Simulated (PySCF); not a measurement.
**Cu(SH)2: EPR parameters at several levels of theory**

Aim: compute the EPR parameters of Cu(SH)2 (`[SH][Cu][SH]`) at several levels, and see how far they spread and what each costs.

Programs: PySCF 2.14.0, with density-fitted response routines of our own. Each step states its level of theory. These are calculated values for one molecule in the gas phase, unless marked as measured. Atoms count from 0, in the outputs and in this text.

## Step 1: Starting geometry

5 atoms, charge 0, multiplicity 2; geometry from: GFN2-xTB. The atoms were then displaced at random by about 0.03 Å, so the start is not that level's minimum.

Bonds of the start (Å): Cu0–S1 2.14, Cu0–S3 2.18, S1–H2 1.28, S3–H4 1.44.

## Step 2: Geometry optimisation at PBE0-D3(BJ)/def2-SVP

What the job is given:

```
{"job": {"xc": "PBE0", "basis": "def2-SVP", "d3": "d3bj", "grid": 1, "maxiter": 40, "shake": 0.03, "kind": "geom"}, "charge": 0, "multiplicity": 2}
Cu     0.063960    -0.077980     0.013030
S     -0.056650     0.018560     2.148680
H      1.116140     0.509770     2.328760
S      0.139680    -0.027250    -2.166230
H     -1.188280    -0.533580    -2.386360
```

The run is started by

```console
$ OMP_NUM_THREADS=1 python probes_run.py task.json out
```

This one command runs all jobs of the session in turn.

What it wrote:

```text
step   0  E = -2437.13037030  max force = 0.039213
step   1  E = -2437.13641904  max force = 0.004629
step   2  E = -2437.13654452  max force = 0.001546
step   3  E = -2437.13657758  max force = 0.000626
step   4  E = -2437.13658685  max force = 0.000593
step   5  E = -2437.13660393  max force = 0.000541
step   6  E = -2437.13660779  max force = 0.000247
optimisation converged
```

Wall time 45 s (1 thread of Arm Neoverse V1, shared host); peak memory 0.35 GiB.

Step by step:

```
step  energy from step 0 (eV)  largest force component (eV/Å)
   0                   0.0000                          2.0164
   1                  -0.1646                          0.2380
   2                  -0.1680                          0.0795
   3                  -0.1689                          0.0322
   4                  -0.1692                          0.0305
   5                  -0.1696                          0.0278
   6                  -0.1697                          0.0127
```

Distances of close pairs at the start and the end, largest changes first:

```csv
bond,before (Å),after (Å),change (Å)
S3–H4,1.438,1.354,-0.084
S1–H2,1.284,1.355,+0.070
Cu0–S3,2.181,2.134,-0.047
Cu0–S1,2.141,2.136,-0.006
```

The next job starts from the end point, and lists it.

| at the end point | value |
| --- | --- |
| point group (found at 0.08 Å tolerance) | C2h |
| rotational constants (GHz, main isotopes) | 142.3, 1.675, 1.656 |
| dipole moment (D) | 0.01 |
| ⟨S²⟩ | 0.755 |

## Step 3: EPR parameters: PBE0/def2-TZVP-core+IGLO-III+pcH-1

What the job is given:

```
{"job": {"kind": "epr"}, "charge": 0, "multiplicity": 2}
Cu     0.017745    -0.022630    -0.012914
S     -0.111246     0.005045     2.118621
H      1.137832     0.500038     2.291007
S      0.139059    -0.047105    -2.143773
H     -1.108540    -0.545829    -2.315061
```

With the program's defaults for keys left out, this is: UKS PBE0, IGLO-III on S, def2-TZVP-core on Cu, pcH-1 on H, non-relativistic, mean-field spin-orbit, GIAO.

What it wrote:

```text
starts in def2-SVP, energy above the lowest (Eh): 0.00000 0.00000 0.00000 0.00000 0.03613
UKS, coarse grid
  cycle   1  E = -2429.83760803  |g| = 1.21e+01
  cycle   2  E = -2384.49258434  |g| = 1.19e+01
  cycle   3  E = -2405.95683689  |g| = 1.09e+01
  cycle   4  E = -2425.81813099  |g| = 6.63e+00
  cycle   5  E = -2434.79381719  |g| = 3.48e+00
  cycle   6  E = -2422.10953960  |g| = 3.68e+00
  cycle   7  E = -2436.93787314  |g| = 1.04e+00
  cycle   8  E = -2436.16135151  |g| = 2.36e+00
  cycle   9  E = -2437.49467501  |g| = 6.01e-01
  cycle  10  E = -2437.61844288  |g| = 2.53e-01
  cycle  11  E = -2437.64512467  |g| = 7.95e-02
  cycle  12  E = -2437.64989827  |g| = 4.73e-02
  cycle  13  E = -2437.65256969  |g| = 1.57e-02
  cycle  14  E = -2437.65363545  |g| = 2.59e-02
  cycle  15  E = -2437.65402371  |g| = 1.29e-02
  cycle  16  E = -2437.65435917  |g| = 7.06e-03
  cycle  17  E = -2437.65442452  |g| = 2.51e-03
  cycle  18  E = -2437.65444771  |g| = 2.13e-03
  cycle  19  E = -2437.65446827  |g| = 1.87e-03
  cycle  20  E = -2437.65447066  |g| = 4.59e-04
UKS, final grid
  cycle   1  E = -2437.65448979  |g| = 1.42e-03
  cycle   2  E = -2437.65448455  |g| = 5.68e-03
  cycle   3  E = -2437.65449041  |g| = 2.92e-04
  cycle   4  E = -2437.65449050  |g| = 1.68e-04
  cycle   5  E = -2437.65449061  |g| = 1.27e-04
  cycle   6  E = -2437.65449073  |g| = 5.25e-05
  cycle   7  E = -2437.65449076  |g| = 2.07e-05
  cycle   8  E = -2437.65449076  |g| = 1.58e-05
E = -2437.65449076 Eh   <S^2> = 0.7577 (exact 0.7500)
g shifts (ppm)      1          2          3
  rmc          -604       -604       -604
  gc              1         41        136
  oz_so       29832      60085     110056
  total       29230      59523     109588
hyperfine (MHz)  atom isotope    a_iso     a_fc   dipolar eigenvalues
    0  63Cu     -90.30    -187.39   -230.03    105.00    125.03
    1   33S      14.01      14.56    -35.02    -32.57     67.59
    2    1H     -17.30     -17.26     -7.44     -0.90      8.35
    3   33S      14.05      14.60    -35.03    -32.58     67.62
    4    1H     -17.32     -17.27     -7.46     -0.90      8.35
```

Wall time 76 s (1 thread of Arm Neoverse V1, shared host); peak memory 0.8 GiB.

Principal g values 2.03155, 2.06184, 2.11191; g(iso) = 2.06843, against 2.00232 for a free electron.

Hyperfine couplings; where a row names several nuclei, a(iso) is their mean (it holds for fast rotation or exchange) and the dipolar term the largest among them:

```csv
nuclei,isotope,a(iso) (MHz),"a(iso) (G, at g = 2.0023)",largest dipolar term (MHz)
Cu0,63Cu,-90.3,-32.2,-230.0
"H2, H4",1H,-17.3,-6.2,8.4
"S1, S3",33S,14.0,5.0,67.6
```

Mulliken spin populations:

```csv
atom,value (e)
Cu0,0.23
S1,0.40
H2,-0.01
S3,0.40
H4,-0.01
```

In first order the couplings over 0.8 MHz of 63Cu, 1H give 12 distinct lines over 109.0 G, if the averaged nuclei exchange fast.

The fields below are evaluated on a grid from the run's orbitals.

ELF in a plane through or near 5 of the atoms.

Values, 10 rows by 14 columns:
```
0.00 0.00 0.00 0.00 0.00 0.00 0.00 0.00 0.00 0.00 0.00 0.00 0.00 0.00
0.00 0.00 0.07 0.35 0.33 0.09 0.01 0.00 0.00 0.00 0.00 0.00 0.00 0.00
0.00 0.00 0.44 0.82 0.81 0.42 0.08 0.05 0.03 0.01 0.21 0.06 0.00 0.00
0.00 0.03 0.65 0.93 0.29 0.74 0.22 0.14 0.12 0.19 0.98 0.95 0.05 0.00
0.00 0.02 0.40 0.72 0.85 0.61 0.29 0.56 0.15 0.57 1.00 0.92 0.11 0.00
0.00 0.01 0.50 0.97 0.88 0.59 0.56 0.74 0.34 0.24 0.61 0.53 0.10 0.00
0.00 0.01 0.82 0.99 0.93 0.20 0.18 0.20 0.67 0.46 0.25 0.75 0.21 0.00
0.00 0.00 0.32 0.94 0.49 0.03 0.12 0.15 0.45 0.77 0.94 0.80 0.21 0.00
0.00 0.00 0.00 0.01 0.00 0.00 0.02 0.02 0.07 0.38 0.66 0.41 0.02 0.00
0.00 0.00 0.00 0.00 0.00 0.00 0.00 0.00 0.00 0.02 0.04 0.01 0.00 0.00
```
The map spans 10.3 Å across and 6.6 Å up, centred on the molecule. Atoms in the plane (x, y in Å): Cu0 (0.0, 0.0), S1 (-2.0, 0.7), H2 (-2.6, -0.5), S3 (2.0, -0.7), H4 (2.6, 0.5).

On the surface of density 0.002 e/bohr³ the electrostatic potential runs, from the 1st to the 99th percentile, from -0.48 V near S3 to 1.38 V near H2.

The spin density lies nearest to Cu0 35 %; S1, S3 about 29 % each.

## Step 4: g tensor and hyperfine couplings: PBE/def2-TZVP-core+IGLO-III+pcH-1

Same as in step 3 but for these lines:

```diff
@@ -1,2 +1,2 @@
-{"job": {"kind": "epr"}, "charge": 0, "multiplicity": 2}
+{"job": {"kind": "epr", "xc": "PBE"}, "charge": 0, "multiplicity": 2}
 Cu     0.017745    -0.022630    -0.012914
```

Method: UKS PBE, IGLO-III on S, def2-TZVP-core on Cu, pcH-1 on H, non-relativistic, mean-field spin-orbit, GIAO.

What it wrote:

```text
starts in def2-SVP, energy above the lowest (Eh): 0.00000 0.00000 0.00000 0.00000
UKS, coarse grid
  cycle   1  E = -2427.74491025  |g| = 1.34e+01
  cycle   2  E = -2363.67758656  |g| = 1.53e+01
  cycle   3  E = -2410.05955229  |g| = 9.40e+00
  cycle   4  E = -2436.87279844  |g| = 1.33e+00
  cycle   5  E = -2411.68441843  |g| = 9.83e+00
  cycle   6  E = -2436.10948563  |g| = 2.34e+00
  cycle   7  E = -2436.52737857  |g| = 2.20e+00
  cycle   8  E = -2436.67082976  |g| = 2.04e+00
  cycle   9  E = -2437.19678800  |g| = 1.37e+00
  cycle  10  E = -2437.14817316  |g| = 1.34e+00
  cycle  11  E = -2437.46648147  |g| = 7.31e-01
  cycle  12  E = -2437.55543455  |g| = 3.10e-01
  cycle  13  E = -2437.51673443  |g| = 3.85e-01
  cycle  14  E = -2437.61199212  |g| = 5.14e-02
  cycle  15  E = -2437.61429693  |g| = 2.44e-02
  cycle  16  E = -2437.61443712  |g| = 1.31e-02
  cycle  17  E = -2437.61448865  |g| = 3.89e-03
  cycle  18  E = -2437.61449619  |g| = 1.71e-03
  cycle  19  E = -2437.61449512  |g| = 2.26e-04
UKS, final grid
  cycle   1  E = -2437.61451339  |g| = 1.75e-03
  cycle   2  E = -2437.61448484  |g| = 1.20e-02
  cycle   3  E = -2437.61451401  |g| = 4.67e-04
  cycle   4  E = -2437.61451407  |g| = 1.95e-04
  cycle   5  E = -2437.61451402  |g| = 2.77e-04
  cycle   6  E = -2437.61451409  |g| = 1.86e-05
  cycle   7  E = -2437.61451409  |g| = 3.78e-06
E = -2437.61451409 Eh   <S^2> = 0.7522 (exact 0.7500)
g shifts (ppm)      1          2          3
  rmc          -517       -517       -517
  gc              1         44        117
  oz_so       24094      50594      81120
  total       23577      50121      80721
hyperfine (MHz)  atom isotope    a_iso     a_fc   dipolar eigenvalues
    0  63Cu     -79.78    -143.72   -188.93     88.45    100.48
    1   33S       6.76       7.03    -34.71    -33.18     67.89
    2    1H     -16.26     -16.29     -7.64     -0.57      8.22
    3   33S       6.78       7.05    -34.72    -33.18     67.90
    4    1H     -16.26     -16.30     -7.65     -0.56      8.22
```

Run time: 32 s. Hardware: 1 thread of Arm Neoverse V1, shared host; peak memory 0.66 GiB.

In short: g(iso) 2.05379.

## Step 5: g tensor and hyperfine couplings: B3LYP/def2-TZVP-core+IGLO-III+pcH-1

Same as in step 4 but for these lines:

```diff
@@ -1,2 +1,2 @@
-{"job": {"kind": "epr", "xc": "PBE"}, "charge": 0, "multiplicity": 2}
+{"job": {"kind": "epr", "xc": "B3LYP"}, "charge": 0, "multiplicity": 2}
 Cu     0.017745    -0.022630    -0.012914
```

Level: UKS B3LYP, IGLO-III on S, def2-TZVP-core on Cu, pcH-1 on H, non-relativistic, mean-field spin-orbit, GIAO.

What it wrote:

```text
starts in def2-SVP, energy above the lowest (Eh): 0.00000 0.00000 0.00000 0.00000 0.04167
UKS, coarse grid
  cycle   1  E = -2430.02708596  |g| = 1.23e+01
  cycle   2  E = -2382.49349035  |g| = 1.24e+01
  cycle   3  E = -2406.30220008  |g| = 1.09e+01
  cycle   4  E = -2427.69230638  |g| = 6.23e+00
  cycle   5  E = -2436.22984849  |g| = 2.87e+00
  cycle   6  E = -2422.77004837  |g| = 3.73e+00
  cycle   7  E = -2437.96891165  |g| = 6.40e-01
  cycle   8  E = -2437.46144203  |g| = 1.69e+00
  cycle   9  E = -2438.21128497  |g| = 3.33e-01
  cycle  10  E = -2438.26972131  |g| = 5.91e-02
  cycle  11  E = -2438.27086179  |g| = 6.20e-02
  cycle  12  E = -2438.27223201  |g| = 1.50e-02
  cycle  13  E = -2438.27232450  |g| = 4.41e-03
  cycle  14  E = -2438.27233136  |g| = 3.08e-03
  cycle  15  E = -2438.27233586  |g| = 1.07e-03
  cycle  16  E = -2438.27233788  |g| = 2.67e-04
UKS, final grid
  cycle   1  E = -2438.27235401  |g| = 8.18e-04
  cycle   2  E = -2438.27235206  |g| = 3.49e-03
  cycle   3  E = -2438.27235413  |g| = 9.20e-05
  cycle   4  E = -2438.27235414  |g| = 9.64e-05
  cycle   5  E = -2438.27235414  |g| = 5.41e-05
  cycle   6  E = -2438.27235415  |g| = 1.77e-05
E = -2438.27235415 Eh   <S^2> = 0.7557 (exact 0.7500)
g shifts (ppm)      1          2          3
  rmc          -568       -568       -568
  gc              2         44        128
  oz_so       25603      53786      95224
  total       25038      53263      94785
hyperfine (MHz)  atom isotope    a_iso     a_fc   dipolar eigenvalues
    0  63Cu     -75.90    -156.28   -209.50     95.54    113.96
    1   33S      14.68      15.09    -36.47    -34.42     70.90
    2    1H     -16.84     -16.84     -7.71     -0.91      8.62
    3   33S      14.71      15.12    -36.48    -34.43     70.91
    4    1H     -16.85     -16.85     -7.72     -0.91      8.63
```

Run time: 72 s. Hardware: 1 thread of Arm Neoverse V1, shared host; peak memory 0.8 GiB.

This run: g(iso) 2.06001.

## Step 6: g tensor and hyperfine couplings: BHandHLYP/def2-TZVP-core+IGLO-III+pcH-1

Same as in step 5 but for these lines:

```diff
@@ -1,2 +1,2 @@
-{"job": {"kind": "epr", "xc": "B3LYP"}, "charge": 0, "multiplicity": 2}
+{"job": {"kind": "epr", "xc": "BHandHLYP"}, "charge": 0, "multiplicity": 2}
 Cu     0.017745    -0.022630    -0.012914
```

Method: UKS BHandHLYP, IGLO-III on S, def2-TZVP-core on Cu, pcH-1 on H, non-relativistic, mean-field spin-orbit, GIAO.

What it wrote:

```text
starts in def2-SVP, energy above the lowest (Eh): 0.00000 0.00000 0.00000 0.01982
UKS, coarse grid
  cycle   1  E = -2431.55195556  |g| = 1.11e+01
  cycle   2  E = -2391.03196860  |g| = 1.05e+01
  cycle   3  E = -2409.96492976  |g| = 1.05e+01
  cycle   4  E = -2425.27928913  |g| = 7.13e+00
  cycle   5  E = -2432.94840027  |g| = 4.78e+00
  cycle   6  E = -2433.73856283  |g| = 2.97e+00
  cycle   7  E = -2435.61616047  |g| = 1.90e+00
  cycle   8  E = -2437.75204945  |g| = 6.97e-01
  cycle   9  E = -2438.02664873  |g| = 3.07e-01
  cycle  10  E = -2438.07845514  |g| = 6.99e-02
  cycle  11  E = -2438.08455345  |g| = 5.01e-02
  cycle  12  E = -2438.08710608  |g| = 5.08e-02
  cycle  13  E = -2438.08791574  |g| = 4.76e-02
  cycle  14  E = -2438.09229602  |g| = 1.52e-02
  cycle  15  E = -2438.09301943  |g| = 2.25e-02
  cycle  16  E = -2438.09327917  |g| = 1.67e-02
  cycle  17  E = -2438.09367788  |g| = 1.09e-02
  cycle  18  E = -2438.09387303  |g| = 6.78e-03
  cycle  19  E = -2438.09395625  |g| = 1.08e-03
  cycle  20  E = -2438.09396180  |g| = 8.02e-04
UKS, final grid
  cycle   1  E = -2438.09397726  |g| = 8.90e-04
  cycle   2  E = -2438.09397752  |g| = 1.36e-03
  cycle   3  E = -2438.09397805  |g| = 3.80e-04
  cycle   4  E = -2438.09397823  |g| = 5.48e-04
  cycle   5  E = -2438.09397864  |g| = 4.06e-04
  cycle   6  E = -2438.09397887  |g| = 2.49e-04
  cycle   7  E = -2438.09397903  |g| = 1.53e-04
  cycle   8  E = -2438.09397908  |g| = 7.79e-05
  cycle   9  E = -2438.09397910  |g| = 5.25e-05
  cycle  10  E = -2438.09397911  |g| = 1.83e-05
E = -2438.09397911 Eh   <S^2> = 0.7663 (exact 0.7500)
g shifts (ppm)      1          2          3
  rmc          -816       -816       -816
  gc              4         33        179
  oz_so       60279      99559     265201
  total       59468      98776     264565
hyperfine (MHz)  atom isotope    a_iso     a_fc   dipolar eigenvalues
    0  63Cu      10.98    -215.25   -357.32    165.61    191.71
    1   33S      20.19      21.43    -30.02    -26.95     56.97
    2    1H     -15.26     -15.01     -5.48     -1.88      7.36
    3   33S      20.27      21.51    -30.09    -27.01     57.10
    4    1H     -15.27     -15.02     -5.51     -1.87      7.38
```

Run time: 80 s. Hardware: 1 thread of Arm Neoverse V1, shared host; peak memory 0.8 GiB.

This run: g(iso) 2.14326.

## Step 7: Side by side: EPR parameters

g, ⟨S²⟩ and isotropic hyperfine couplings (MHz), with basis size and wall time:

```
                                    run   g(iso)   ⟨S²⟩  63Cu Cu0  1H H2 (mean)  33S S1 (mean)  functions  time
     PBE0/def2-TZVP-core+IGLO-III+pcH-1  2.06843  0.758     -90.3         -17.3           14.0        188  76 s
      PBE/def2-TZVP-core+IGLO-III+pcH-1  2.05379  0.752     -79.8         -16.3            6.8        188  32 s
    B3LYP/def2-TZVP-core+IGLO-III+pcH-1  2.06001  0.756     -75.9         -16.8           14.7        188  72 s
BHandHLYP/def2-TZVP-core+IGLO-III+pcH-1  2.14326  0.766      11.0         -15.3           20.2        188  80 s
```

## Step 8: Summary of results

| quantity | value |
| --- | --- |
| point group | C2h |
| rotational constants (main isotopes) | 142.28, 1.68, 1.66 GHz |
| g(iso) (PBE0) | 2.06843 |
| ⟨S²⟩ | 0.758 (exact 0.75) |
| largest a(iso) (averaged by class) | 63Cu on Cu0, -90.3 MHz |
| surface potential, 1st and 99th percentile | -0.48 V and 1.38 V |

Single values in the summary come from the first run of each kind that ended normally (PBE0/def2-TZVP-core+IGLO-III+pcH-1), which need not be the best level. The start was shaken at random, so part of the energy gained undoes that. Relaxing lowered the energy by 0.170 eV in 6 steps; the close pair that moved most is S3–H4, from 1.438 to 1.354 Å. The largest spin populations lie on S3 (0.40 e), S1 (0.40 e). The isotropic g lies 66.1 ppt above the free-electron value. The hyperfine terms hold no scalar relativity, which the heavier nuclei need. The coupling of 63Cu on Cu0 runs from -90.3 (PBE0/def2-TZVP-core+IGLO-III+pcH-1) to 11.0 MHz (BHandHLYP/def2-TZVP-core+IGLO-III+pcH-1).
